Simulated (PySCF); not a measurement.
# CF3C(O)Cl: electronic excitations and core binding energies

Wanted: the electronic excitations and core binding energies of CF3C(O)Cl (`O=C(Cl)C(F)(F)F`), by calculation.

Programs: PySCF 2.14.0, with density-fitted response routines of our own. Each step states its level of theory. These are calculated values for one molecule in the gas phase, unless marked as measured. Atoms count from 0, in the outputs and in this text.

## 1. The molecule as given

7 atoms, charge 0, multiplicity 1; geometry from: GFN2-xTB.

Bonds of the start (Å): O0–C1 1.18, C1–Cl2 1.72, C1–C3 1.55, C3–F4 1.33, C3–F5 1.33, C3–F6 1.33.

## 2. Ultraviolet spectrum: CAM-B3LYP/def2-SVPD

The job: settings as JSON, then the geometry in Å.

```
{"job": {"kind": "uv", "xc": "CAM-B3LYP", "basis": "def2-SVPD", "nstates": 8, "ntriplets": 3}, "charge": 0, "multiplicity": 1}
O      1.188654     1.391587    -0.547011
C      0.836614     0.370599    -0.068202
Cl     1.880038    -0.774853     0.688731
C     -0.635666    -0.127855    -0.034253
F     -1.052817    -0.309566     1.220439
F     -0.763277    -1.292451    -0.673636
F     -1.450212     0.747443    -0.613145
```

With the program's defaults for keys left out, this is: TDDFT CAM-B3LYP/def2-SVPD, vertical, gas phase, core orbitals frozen in the response.

On the command line:

```console
$ OMP_NUM_THREADS=1 python probes_run.py task.json out
```

This one command runs all jobs of the session in turn.

Standard output:

```text
coarse grid: 8144 points
cycle   1  E = -910.1690597364  dE =  1.440e+00  |g| = 1.257e+00  |ddm| = 3.247e+00
cycle   2  E = -909.6397299230  dE =  5.293e-01  |g| = 2.201e+00  |ddm| = 2.920e+00
cycle   3  E = -910.4738614385  dE = -8.341e-01  |g| = 2.085e-01  |ddm| = 1.881e+00
cycle   4  E = -910.4803544972  dE = -6.493e-03  |g| = 1.077e-01  |ddm| = 2.629e-01
cycle   5  E = -910.4824167359  dE = -2.062e-03  |g| = 1.421e-02  |ddm| = 9.369e-02
cycle   6  E = -910.4824584902  dE = -4.175e-05  |g| = 4.620e-03  |ddm| = 2.041e-02
cycle   7  E = -910.4824647156  dE = -6.225e-06  |g| = 1.314e-03  |ddm| = 9.600e-03
final grid: 80184 points
cycle   8  E = -910.5972048043  dE = -2.012e-05  |g| = 4.647e-03  |ddm| = 3.268e-02
cycle   9  E = -910.5972020165  dE =  2.788e-06  |g| = 6.297e-03  |ddm| = 7.208e-03
cycle  10  E = -910.5972082065  dE = -6.190e-06  |g| = 7.469e-04  |ddm| = 4.479e-03
cycle  11  E = -910.5972083057  dE = -9.925e-08  |g| = 2.705e-04  |ddm| = 8.692e-04
cycle  12  E = -910.5972083191  dE = -1.335e-08  |g| = 6.794e-05  |ddm| = 2.826e-04
cycle  13  E = -910.5972083204  dE = -1.364e-09  |g| = 1.617e-05  |ddm| = 1.092e-04
cycle  14  E = -910.5972083205  dE = -1.139e-10  |g| = 8.687e-06  |ddm| = 4.012e-05
converged SCF energy = -910.5972083205

Static polarisability (au): isotropic 44.190, principal 35.104 43.775 53.691

Singlet excitations
state   eV       nm        f      main configurations
  1   4.8781    254.2   0.00011   H->L 0.97
  2   6.3532    195.2   0.00001   H-1->L 0.99
  3   6.9322    178.9   0.05137   H-2->L 0.88
  4   8.4897    146.0   0.01748   H-1->L+1 0.63, H->L+1 0.17
  5   8.5306    145.3   0.00089   H-2->L+1 0.82
  6   9.1069    136.1   0.33377   H->L+1 0.54, H-1->L+1 0.20
  7   9.3048    133.2   0.00542   H->L+2 0.73, H->L+3 0.12
  8   9.3673    132.4   0.00105   H-6->L 0.79, H-5->L 0.12

Triplet excitations (Tamm-Dancoff, eV): 4.3046 5.4206 6.1592
```

Wall time 17 s (1 thread, shared host).

Frontier orbitals and where they lie:

```csv
orbital,eV,atoms
HOMO−3,-14.29,"F6 37 %, F5 31 %, F4 31 %"
HOMO−2,-11.84,"Cl2 73 %, O0 15 %, C1 11 %"
HOMO−1,-11.82,"Cl2 78 %, C1 9 %, C3 4 %"
HOMO,-11.20,"O0 56 %, Cl2 22 %, C1 9 %"
LUMO,-1.35,"C1 40 %, O0 34 %, Cl2 13 %"
LUMO+1,0.90,"Cl2 66 %, C1 19 %, O0 5 %"
LUMO+2,1.34,"Cl2 26 %, C3 21 %, C1 15 %"
```

With each of the 8 states as a Gaussian band of 0.4 eV half-width at 1/e, the curve within the window shown has maxima at 179 nm (ε 2,100), 136 nm (ε 14,000) L/(mol cm). Beyond the last state computed it falls off for lack of states. The curve at chosen wavelengths:

nm, ε (L/mol/cm) and a bar:
```
      128       2019 #####
      134      12467 ##############################
      141       7351 ##################
      147       1429 ###
      154        217 #
      160         58 
      167        491 #
      173       1520 ####
      180       2043 #####
      186       1295 ###
      192        484 #
      199         90 
      205         15 
      212          1 
      218          0 
      225          0 
      231          1 
      237          2 
      244          3 
      250          4 
      257          4 
      263          4 
      270          3 
      276          2 
      283          1 
      289          0
```

Leading natural transition orbitals of singlet state 6: the hole lies on O0 55 %; Cl2 20 %; C3 10 %; the particle on Cl2 57 %; C1 29 %; O0 6 %.

Leading natural transition orbitals of singlet state 1: the hole lies on O0 67 %; Cl2 16 %; C3 7 %; the particle on C1 48 %; O0 33 %; Cl2 10 %.

Further results of this job:

```csv
property,computed
dipole moment (D),1.05
polarisability (Å³),6.55
HOMO–LUMO gap (eV),9.85
−ε(HOMO) (eV),11.20
```

Orbitals, density, ELF and potential are computed afterwards from the orbital file.

Frontier orbitals at CAM-B3LYP/def2-SVPD, with the share of their density that lies nearest to each atom:

```csv
orbital,energy (eV),lies on
HOMO,-11.20,O0 58 %; Cl2 21 %; C3 7 %
LUMO,-1.35,C1 46 %; O0 31 %; Cl2 11 %
```

ELF in a plane through or near 5 of the atoms.

Ten even steps from '0' (0.00) to '9' (0.97):
```
0000000000000000000000000000
0000000000000000000000000000
0000000111110000000000000000
0000012355652000000000000000
0000124678774000000000000000
0002467789985000000000000000
0015788231883000000000000000
0026899472571001110000000000
0016789647863333431000000000
0003565568638962122000000000
0000111135166982243211000000
0000000257534764788874200000
0000025886684102725885200000
0000147981386103888873100000
0000035899997201676531000000
0000013567775100222110000000
0000001344543000000000000000
0000000011100000000000000000
0000000000000000000000000000
0000000000000000000000000000
```
The map spans 8.8 Å across and 7.9 Å up, centred on the molecule. Atoms in the plane (x, y in Å): O0 (-1.3, -1.4), C1 (-0.9, -0.3), Cl2 (-1.8, 1.2), C3 (0.6, 0.0), F6 (1.4, -1.1).

On the surface of density 0.002 e/bohr³ the electrostatic potential runs, from the 1st to the 99th percentile, from -0.73 V near O0 to 1.87 V near C1.

## 3. Core-electron binding energies: SCAN, X2C

Same as in step 2 but for these lines:

```diff
@@ -1,2 +1,2 @@
-{"job": {"kind": "uv", "xc": "CAM-B3LYP", "basis": "def2-SVPD", "nstates": 8, "ntriplets": 3}, "charge": 0, "multiplicity": 1}
+{"job": {"kind": "xps"}, "charge": 0, "multiplicity": 1}
 O      1.188654     1.391587    -0.547011
```

Method: delta-SCF UKS SCAN, pcX-2 on the ionised atom, pcseg-1 elsewhere, spin-free X2C.

Standard output:

```text
ground state, core basis on atom 0 (O), 133 functions
  cycle   1  E = -912.38036318  |g| = 1.16e+00
  cycle   2  E = -910.96755168  |g| = 2.96e+00
  cycle   3  E = -912.58142119  |g| = 4.18e-01
  cycle   4  E = -912.61091673  |g| = 1.95e-01
  cycle   5  E = -912.61818340  |g| = 3.25e-02
  cycle   6  E = -912.61839434  |g| = 1.34e-02
  cycle   7  E = -912.61843109  |g| = 5.07e-03
  cycle   8  E = -912.61843701  |g| = 1.20e-03
  cycle   9  E = -912.61844244  |g| = 3.39e-04
  E(ground) = -912.61774370 Eh
hole in O 1s of atom 0
  cycle   1  E = -891.94206212  |g| = 2.22e+00
  cycle   2  E = -890.74370488  |g| = 2.48e+00
  cycle   3  E = -892.40428617  |g| = 7.67e-01
  cycle   4  E = -892.43691563  |g| = 7.72e-01
  cycle   5  E = -892.76885157  |g| = 8.00e-02
  cycle   6  E = -892.77035604  |g| = 5.20e-02
  cycle   7  E = -892.77127508  |g| = 2.02e-02
  cycle   8  E = -892.77139978  |g| = 5.05e-03
  cycle   9  E = -892.77141031  |g| = 2.35e-03
  cycle  10  E = -892.77141190  |g| = 1.02e-03
  cycle  11  E = -892.77141234  |g| = 3.06e-04
  E(ion) = -892.77216067 Eh   <S^2> = 0.7678   hole on atom = 1.000   binding energy = 540.026 eV
ground state, core basis on atom 1 (C), 133 functions
  cycle   1  E = -912.59792424  |g| = 9.70e-02
  cycle   2  E = -912.59071670  |g| = 2.08e-01
  cycle   3  E = -912.59894087  |g| = 2.77e-02
  cycle   4  E = -912.59908668  |g| = 8.59e-03
  cycle   5  E = -912.59910205  |g| = 2.26e-03
  cycle   6  E = -912.59910334  |g| = 4.35e-04
  E(ground) = -912.60072060 Eh
hole in C 1s of atom 1
  cycle   1  E = -901.15757283  |g| = 1.51e+00
  cycle   2  E = -898.24697333  |g| = 2.78e+00
  cycle   3  E = -901.23920105  |g| = 1.04e+00
  cycle   4  E = -901.34126898  |g| = 8.72e-01
  cycle   5  E = -901.61194677  |g| = 4.28e-01
  cycle   6  E = -901.70663896  |g| = 8.48e-02
  cycle   7  E = -901.70900081  |g| = 3.30e-02
  cycle   8  E = -901.70947891  |g| = 1.06e-02
  cycle   9  E = -901.70954464  |g| = 6.08e-03
  cycle  10  E = -901.70957560  |g| = 2.90e-03
  cycle  11  E = -901.70958892  |g| = 2.53e-03
  cycle  12  E = -901.70960409  |g| = 8.87e-04
  cycle  13  E = -901.70960578  |g| = 4.49e-04
  E(ion) = -901.70894017 Eh   <S^2> = 0.7952   hole on atom = 1.000   binding energy = 296.380 eV
ground state, core basis on atom 2 (Cl), 144 functions
  cycle   1  E = -912.77506987  |g| = 4.86e-01
  cycle   2  E = -912.77472697  |g| = 7.19e-02
  cycle   3  E = -912.77101292  |g| = 1.50e-01
  cycle   4  E = -912.77532169  |g| = 2.75e-02
  cycle   5  E = -912.77546256  |g| = 6.12e-03
  cycle   6  E = -912.77547052  |g| = 1.59e-03
  cycle   7  E = -912.77546945  |g| = 2.57e-04
  E(ground) = -912.76247971 Eh
hole in Cl 1s of atom 2
  cycle   1  E = -807.52055784  |g| = 5.47e+00
  cycle   2  E = -807.45831598  |g| = 2.44e+00
  cycle   3  E = -807.16140634  |g| = 1.83e+00
  cycle   4  E = -808.68337541  |g| = 4.35e-01
  cycle   5  E = -808.73157762  |g| = 2.60e-01
  cycle   6  E = -808.75525363  |g| = 8.14e-02
  cycle   7  E = -808.75755322  |g| = 2.63e-02
  cycle   8  E = -808.75783389  |g| = 6.30e-03
  cycle   9  E = -808.75784700  |g| = 3.33e-03
  cycle  10  E = -808.75785055  |g| = 1.63e-03
  cycle  11  E = -808.75785250  |g| = 6.77e-04
  cycle  12  E = -808.75785396  |g| = 4.31e-04
  E(ion) = -808.75364295 Eh   <S^2> = 0.7534   hole on atom = 1.000   binding energy = 2830.225 eV
hole in Cl 2p of atom 2
  cycle   1  E = -904.65634472  |g| = 1.71e+00
  cycle   2  E = -904.15500629  |g| = 1.66e+00
  cycle   3  E = -904.60105153  |g| = 1.09e+00
  cycle   4  E = -905.10121126  |g| = 1.85e-01
  cycle   5  E = -905.10948226  |g| = 1.01e-01
  cycle   6  E = -905.11409348  |g| = 2.92e-02
  cycle   7  E = -905.11439127  |g| = 1.29e-02
  cycle   8  E = -905.11444610  |g| = 3.37e-03
  cycle   9  E = -905.11444950  |g| = 1.13e-03
  cycle  10  E = -905.11445015  |g| = 5.93e-04
  cycle  11  E = -905.11445012  |g| = 4.14e-04
  E(ion) = -905.10997677 Eh   <S^2> = 0.7529   hole on atom = 1.001   binding energy = 208.235 eV
  2p3/2 = 207.636 eV   2p1/2 = 209.291 eV
ground state, core basis on atom 3 (C), 133 functions
  cycle   1  E = -912.60367222  |g| = 6.70e-02
  cycle   2  E = -912.60334588  |g| = 5.50e-02
  cycle   3  E = -912.60375938  |g| = 3.23e-02
  cycle   4  E = -912.60396428  |g| = 7.11e-03
  cycle   5  E = -912.60397165  |g| = 3.62e-03
  cycle   6  E = -912.60397599  |g| = 6.12e-04
  cycle   7  E = -912.60397748  |g| = 1.33e-04
  E(ground) = -912.60421167 Eh
hole in C 1s of atom 3
  cycle   1  E = -901.06192632  |g| = 1.50e+00
  cycle   2  E = -892.64781078  |g| = 3.94e+00
  cycle   3  E = -901.22685485  |g| = 8.62e-01
  cycle   4  E = -901.46882578  |g| = 6.18e-01
  cycle   5  E = -901.55207814  |g| = 3.05e-01
  cycle   6  E = -901.58022318  |g| = 2.02e-01
  cycle   7  E = -901.59796430  |g| = 1.80e-02
  cycle   8  E = -901.59801912  |g| = 1.51e-02
  cycle   9  E = -901.59809517  |g| = 5.67e-03
  cycle  10  E = -901.59810845  |g| = 1.22e-03
  cycle  11  E = -901.59811019  |g| = 1.08e-03
  cycle  12  E = -901.59810971  |g| = 4.05e-04
  E(ion) = -901.60020122 Eh   <S^2> = 0.7726   hole on atom = 1.000   binding energy = 299.434 eV
ground state, core basis on atom 4 (F), 133 functions
  cycle   1  E = -912.63314248  |g| = 1.19e-01
  cycle   2  E = -912.63265102  |g| = 7.31e-02
  cycle   3  E = -912.63274725  |g| = 6.84e-02
  cycle   4  E = -912.63338744  |g| = 3.21e-03
  cycle   5  E = -912.63338814  |g| = 1.15e-03
  cycle   6  E = -912.63339133  |g| = 5.12e-04
  cycle   7  E = -912.63338946  |g| = 1.33e-04
  E(ground) = -912.63703541 Eh
hole in F 1s of atom 4
  cycle   1  E = -886.20614964  |g| = 2.58e+00
  cycle   2  E = -885.46277879  |g| = 2.48e+00
  cycle   3  E = -886.64236749  |g| = 1.04e+00
  cycle   4  E = -886.85123318  |g| = 7.76e-01
  cycle   5  E = -887.06092812  |g| = 2.53e-01
  cycle   6  E = -887.08495489  |g| = 1.07e-01
  cycle   7  E = -887.08878289  |g| = 2.84e-02
  cycle   8  E = -887.08910896  |g| = 6.69e-03
  cycle   9  E = -887.08912575  |g| = 3.83e-03
  cycle  10  E = -887.08913519  |g| = 7.87e-04
  cycle  11  E = -887.08913478  |g| = 2.52e-04
  E(ion) = -887.09910126 Eh   <S^2> = 0.7574   hole on atom = 1.000   binding energy = 694.923 eV
```

Run time: 18 s. Hardware: 1 thread, shared host.

The holes in one table. −ε is the ground-state orbital energy:

```csv
hole,stands for,environment,ΔSCF (eV; 2p as the shell's mean),−ε (eV),⟨S²⟩
O1s on O0,O0,carbonyl oxygen,540.03,518.6,0.768
C1s on C1,C1,carbonyl carbon,296.38,279.0,0.795
Cl1s on Cl2,Cl2,chlorine bonded to C,2830.22,2765.1,0.753
Cl2p on Cl2,Cl2,chlorine bonded to C,208.19,194.9,0.753
C1s on C3,C3,CF3 carbon,299.43,281.7,0.773
F1s on F4,"F4, F5, F6",fluorine of a CF3 group,694.92,668.7,0.757
```

Each hole run stands for the others of its class of like atoms.

With the spin-orbit splitting: Cl2 2p3/2 207.64, 2p1/2 209.29 eV. The table gives each 2p level as the mean over the whole 2p shell (two parts 2p3/2, one part 2p1/2), which differs a little from the single hole in the log.

## 4. Summary of results

```
                                quantity                        value
    lowest singlet (CAM-B3LYP/def2-SVPD)  4.88 eV (254 nm), f = 0.000
brightest single state of those computed  state 6, 9.11 eV, f = 0.334
                          lowest triplet                      4.30 eV
   surface potential, 1st and 99th percentile           -0.73 V and 1.87 V
        C1s binding energies, SCAN/pcX-2      C3 299.43, C1 296.38 eV
        O1s binding energies, SCAN/pcX-2                 O0 540.03 eV
       Cl1s binding energies, SCAN/pcX-2               Cl2 2830.22 eV
       Cl2p binding energies, SCAN/pcX-2                Cl2 208.19 eV
        F1s binding energies, SCAN/pcX-2                 F4 694.92 eV
```

The first singlet state (HOMO→LUMO 0.97) lies at 4.88 eV and is dark; of the 8 states computed, the strongest absorption comes from state 6 at 9.11 eV. The lowest triplet lies 0.57 eV below the lowest singlet (triplets in Tamm-Dancoff, singlets in full TDDFT). At CAM-B3LYP/def2-SVPD, counted by nearest atom on the grid, the HOMO lies on O0 58 %; Cl2 21 %, the LUMO on C1 46 %; O0 31 %. C3 (CF3 carbon) binds its C1s electron 3.05 eV more tightly than C1 (carbonyl carbon).
